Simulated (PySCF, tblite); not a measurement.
# C5H9Se radical: geometry, infrared bands and EPR parameters

Aim: predict the infrared bands and EPR parameters of C5H9Se radical (`C[CH][Se]C1CC1`).

The runs use tblite 0.8.0 and PySCF 2.14.0, with density-fitted response routines of our own; the level of theory stands in each step. All values are computed, except where a source is named. Atoms count from 0, in the outputs and in this text.

**1. The molecule as given**

15 atoms, charge 0, multiplicity 2; geometry from: force field or distance geometry start.

Bonds of the start (Å): C0–C1 1.53, C1–Se2 1.93, Se2–C3 1.95, C3–C4 1.52, C4–C5 1.53, C5–C3 1.52, C0–H6 1.11, C0–H7 1.12, C0–H8 1.11, C1–H9 1.12, C3–H10 1.12, C4–H11 1.11, C4–H12 1.11, C5–H13 1.11, C5–H14 1.10.

**2. Relaxing the molecule with GFN2-xTB**

What the job is given:

```
{"job": {"kind": "relax", "xc": "GFN2-xTB", "basis": "xTB"}, "charge": 0, "multiplicity": 2}
C      3.004100     0.133400    -0.072000
C      1.576100    -0.248400     0.311100
Se     0.334000     0.260900    -1.072100
C     -1.140100    -0.612900    -0.145200
C     -1.858500     0.264400     0.872800
C     -2.513900    -0.056400    -0.471100
H      3.279800    -0.371500    -1.018700
H      3.071800     1.240700    -0.205100
H      3.703600    -0.177400     0.730500
H      1.299000     0.242300     1.279200
H     -1.121800    -1.705600     0.105300
H     -1.479300     1.302900     0.946900
H     -2.301000    -0.277300     1.738000
H     -2.515800     0.794300    -1.185000
H     -3.342400    -0.781400    -0.397700
```

Started as:

```console
> OMP_NUM_THREADS=1 python probes_run.py task.json out
```

One launch serves the whole session: the jobs run in the order shown.

**Question.** This job is followed by: GFN2-xTB harmonic vibrations, gas phase; UKS B3LYP, def2-TZVP-core on Se, pcH-1 on C H, non-relativistic, mean-field spin-orbit, GIAO. Predict these results of the whole session: strongest single infrared mode (GFN2-xTB); zero-point energy (GFN2-xTB); g(iso) (B3LYP); ⟨S²⟩; largest a(iso) (averaged by class); surface potential, 1st and 99th percentile.

As calculated:

| quantity | value |
| --- | --- |
| strongest single infrared mode (GFN2-xTB) | 1225 cm⁻¹, 73 km/mol |
| zero-point energy (GFN2-xTB) | 76.0 kcal/mol |
| g(iso) (B3LYP) | 2.00884 |
| ⟨S²⟩ | 0.755 (exact 0.75) |
| largest a(iso) (averaged by class) | 13C on C1, 158.5 MHz |
| surface potential, 1st and 99th percentile | -0.80 V and 0.81 V |

What this shows: Over 74 steps the energy fell by 0.561 eV; of the close pairs, C1–Se2 changed most, 1.928 to 1.857 Å. No mode is imaginary among the 39: a minimum at this level. The strongest single mode, at 1225 cm⁻¹, moves mainly H9 and C1. Unscaled tight-binding wavenumbers are off by several per cent, some by more. Its intensities can rank the bands wrongly. Most of the unpaired spin sits on C1 (0.87 e). The isotropic g lies 6.5 ppt above the free-electron value. The hyperfine terms hold no scalar relativity, which the heavier nuclei need.
